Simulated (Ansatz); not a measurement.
**Lu: stress in a strained cell**

Lu is deformed so: zz strain of +2 %. What stress and forces result, by LAPW, PAW and all-electron datasets made for the crystal?

Computed with Ansatz 0.2.0 (DFT PBEsol, scalar-relativistic, unless a step's input says otherwise).

### Step 1. Starting point

Symmetry: P6_3/mmc, No. 194, hexagonal system. The conventional cell has a = 3.510 Å, b = 3.510 Å, c = 5.567 Å, α = 90.00°, β = 90.00°, γ = 120.00°. Around Lu (site symmetry -6m2) lie 12 Lu at 3.44 to 3.51 Å.

Coordinates:

```xyz
2
Lattice="3.5099 0.0000 0.0000 -1.7549 3.0397 0.0000 0.0000 0.0000 5.5666" Properties=species:S:1:pos:R:3 pbc="T T T"
Lu    0.0000    2.0264    1.3917
Lu    1.7549    1.0132    4.1749
```

Atoms are numbered in the order of the input: Lu1, Lu2.

### Step 2. After the deformation

Space group P6_3/mmc before, P6_3/mmc after.

### Step 3. Full-potential LAPW

The input, input.yaml:

```yaml
crystal:
  lattice:
    - [3.5098988894, 0.0, 0.0]
    - [-1.7549494447, 3.039661603, 0.0]
    - [0.0, 0.0, 5.677932]
  atoms:
    - { symbol: Lu, position: [0.3333333333, 0.6666666667, 0.25] }
    - { symbol: Lu, position: [0.6666666667, 0.3333333333, 0.75] }
kpoints:
  mp_grid: { grid: [13, 13, 8] }
  band_path:
    path:
      - [0.0, 0.0, 0.0]
      - [0.5, 0.0, 0.0]
      - [0.3333333333, 0.3333333333, 0.0]
      - [0.0, 0.0, 0.0]
      - [0.0, 0.0, 0.5]
      - [0.5, 0.0, 0.5]
      - [0.3333333333, 0.3333333333, 0.5]
      - [0.0, 0.0, 0.5]
      - [0.5, 0.0, 0.5]
    npoints: 5
scf:
  occupations: { method: fermi_dirac, width: 0.03 }
hamiltonian:
  xc: pbesol
  pseudopotentials: { kind: all_electron, lapw: { basis_error: 0.0005 } }
output:
  forces: true
  stress: true
  eigenvalues: true
```

Started as:

```sh
$ ansatz run input.yaml --threads 1 --pin off --max-ram 3072MiB --backend cpu --events-out ev --progress --plain --runs-dir out
```

### Step 4. Frozen-core PAW

The input, input.yaml:

```yaml
crystal:
  lattice:
    - [3.5098988894, 0.0, 0.0]
    - [-1.7549494447, 3.039661603, 0.0]
    - [0.0, 0.0, 5.677932]
  atoms:
    - { symbol: Lu, position: [0.3333333333, 0.6666666667, 0.25] }
    - { symbol: Lu, position: [0.6666666667, 0.3333333333, 0.75] }
kpoints:
  mp_grid: { grid: [13, 13, 8] }
scf:
  occupations: { method: fermi_dirac, width: 0.03 }
hamiltonian:
  xc: pbesol
  pseudopotentials: { kind: paw }
output:
  forces: true
  stress: true
  eigenvalues: true
  efg: { contact_densities: true }
```

### Step 5. Datasets made for this crystal

Edit input.yaml of step 4 so:

```diff
@@ -14,3 +14,3 @@
   xc: pbesol
-  pseudopotentials: { kind: paw }
+  pseudopotentials: { kind: all_electron, datasets: crystal }
 output:
```

(Steps that only read results are left out.)

What does the calculation give? Wanted: pressure; largest shear or deviatoric stress.

The runs gave:

| quantity | value |
| --- | --- |
| pressure | LAPW -4.06, PAW -4.07, crystal datasets -4.06 GPa |
| largest shear or deviatoric stress (LAPW) | 1.59 GPa |

What this shows: The largest part of the stress beyond the pressure is 1.59 GPa in size, in the zz component; the atoms are carried along and not relaxed. No run of the undeformed cell stands beside it, so the pressure holds what the given cell had before the change. PAW: stress within 0.01 GPa of LAPW. Crystal datasets: stress within 0.01 GPa of LAPW. Spin-orbit coupling is left out, though the cell holds Lu; in elements this heavy it can shift bands and gaps by tenths of an eV.
